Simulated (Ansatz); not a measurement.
A run of Ansatz 0.2.0 is set up as follows.

Contents of input.yaml:

```yaml
crystal:
  lattice:
    - [3.0322239879, 0.0, 0.0]
    - [-1.516111994, 2.6259830035, 0.0]
    - [0.0, 0.0, 7.524137]
  atoms:
    - { symbol: Ta, position: [0.6666666667, 0.3333333333, 0.82607] }
    - { symbol: Ta, position: [0.3333333333, 0.6666666667, 0.17393] }
    - { symbol: Ta, position: [0.0, 0.0, 0.5] }
    - { symbol: "N", position: [0.0, 0.0, 0.0] }
kpoints:
  mp_grid: { grid: [10, 10, 4] }
  band_path:
    path:
      - [0.0, 0.0, 0.0]
      - [0.5, 0.0, 0.0]
      - [0.3333333333, 0.3333333333, 0.0]
      - [0.0, 0.0, 0.0]
      - [0.0, 0.0, 0.5]
      - [0.5, 0.0, 0.5]
      - [0.3333333333, 0.3333333333, 0.5]
      - [0.0, 0.0, 0.5]
    npoints: 10
scf:
  occupations: { method: fermi_dirac, width: 0.05 }
hamiltonian:
  xc: lda
  pseudopotentials: { kind: all_electron, lapw: { basis_error: 0.002 } }
output:
  forces: true
  stress: true
  eigenvalues: true
```

Potentials or basis: all-electron LAPW, scalar-relativistic.

Run with:

```sh
$ ansatz run input.yaml --threads 2 --pin off --max-ram 8192MiB --backend cpu --events-out ev --progress --plain --runs-dir out
```

(1) Predict the pressure.

(2) Estimate the band gap along the path.

Answers

(1) -13.3 GPa.

(2) none (metal or under the smearing width).

Caveat: spin-orbit coupling is left out, which moves the levels of the heavy elements.
